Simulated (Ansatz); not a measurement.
Geometry optimisation, DFT PBEsol, scalar-relativistic, plane waves, PAW in Ansatz 0.2.0.

The input (input.yaml):

```yaml
crystal:
  lattice:
    - [0.0, 3.89, 3.89]
    - [3.89, 0.0, 3.89]
    - [3.89, 3.89, 0.0]
  atoms:
    - { symbol: Mg, position: [0.0, 0.0, 0.0] }
    - { symbol: O, position: [0.25, 0.25, 0.25] }
    - { symbol: Mg, position: [0.0, 0.0, 0.5] }
    - { symbol: O, position: [0.25, 0.25, 0.75] }
    - { symbol: Mg, position: [0.0, 0.5, 0.0] }
    - { symbol: O, position: [0.25, 0.75, 0.25] }
    - { symbol: Mg, position: [0.0, 0.5, 0.5] }
    - { symbol: O, position: [0.25, 0.75, 0.75] }
    - { symbol: Mg, position: [0.5, 0.0, 0.0] }
    - { symbol: O, position: [0.75, 0.25, 0.25] }
    - { symbol: Mg, position: [0.5, 0.0, 0.5] }
    - { symbol: O, position: [0.75, 0.25, 0.75] }
    - { symbol: Mg, position: [0.5, 0.5, 0.0] }
    - { symbol: O, position: [0.75, 0.75, 0.25] }
    - { symbol: Mg, position: [0.5, 0.5, 0.5] }
    - { symbol: O, position: [0.75, 0.75, 0.75] }
    - { symbol: O, position: [0.887689, 0.8766642, 0.8702846], spin: 1.0 }
magnetization:
  spin_polarized: true
basis:
  ecutwfc: 420.0
kpoints:
  mp_grid: { grid: [2, 2, 2] }
hamiltonian:
  xc: pbesol
  pseudopotentials: { kind: paw, azcp: { folder: soft_1 } }
scf:
  occupations: { method: gaussian, width: 0.05 }
  lower_state_search: "off"
relax:
  f_tol: 0.03
  max_steps: 60
  adjacent_minimum: "off"
output:
  write_density: true
  write_potential: true
  elf: true
  volumetric_format: npy
```

Command:

```bash
$ ansatz run input.yaml --threads 2 --pin off --max-ram 5120MiB --backend cpu --events-out ev --progress --plain --runs-dir out
```

Where does it end, and by what steps?

It converged. The force dipped under the threshold on the way, but the program's further checks kept it going. Limits of this set-up: coarse k mesh, PAW files made for another functional, a small cell, in which the defect meets its images. After 12 steps the energy has fallen by 8.429 eV; O17 moved furthest, 1.05 Å. Parted: Mg9–O17 (1.74 → 2.82 Å). Joined: Mg11–O17 (3.16 → 1.97 Å).

```tsv
step	energy less start (eV)	largest force component (eV/Å)	accepted
0	0.0000	6.159	yes
1	-3.2927	3.142	yes
2	-4.5848	1.976	yes
3	-5.3629	2.354	yes
4	-5.5659	2.693	yes
5	-5.8456	2.667	yes
6	-6.7425	1.813	yes
7	-7.0825	1.637	yes
8	-7.6200	1.678	yes
9	-7.7650	1.671	yes
10	-8.4247	0.224	yes
11	-8.4292	0.027	yes
12	-8.4292	0.027	yes
```

```xyz
17
Lattice="0.0000 3.8900 3.8900 3.8900 0.0000 3.8900 3.8900 3.8900 0.0000" Properties=species:S:1:pos:R:3
Mg 0.222 -0.025 -0.054
O 2.002 1.890 1.892
Mg 1.971 1.723 -0.053
O 3.947 3.835 1.891
Mg 2.002 -0.055 1.984
O 3.946 1.890 3.836
Mg 3.947 1.890 1.853
O 5.418 4.308 3.836
Mg 0.057 1.890 1.930
O 2.002 3.835 3.835
Mg 2.002 3.835 1.798
O 3.946 5.780 3.836
Mg 2.031 2.056 3.836
O 3.947 3.835 5.781
Mg 3.780 3.804 3.836
O 5.892 5.779 5.781
O 6.365 7.250 7.725
```

Whether the end is a true minimum wasn't checked by a vibrational analysis.

Run time: 70 s on 2 threads of Arm Neoverse V2, on a shared host, peak memory 0.48 GiB.
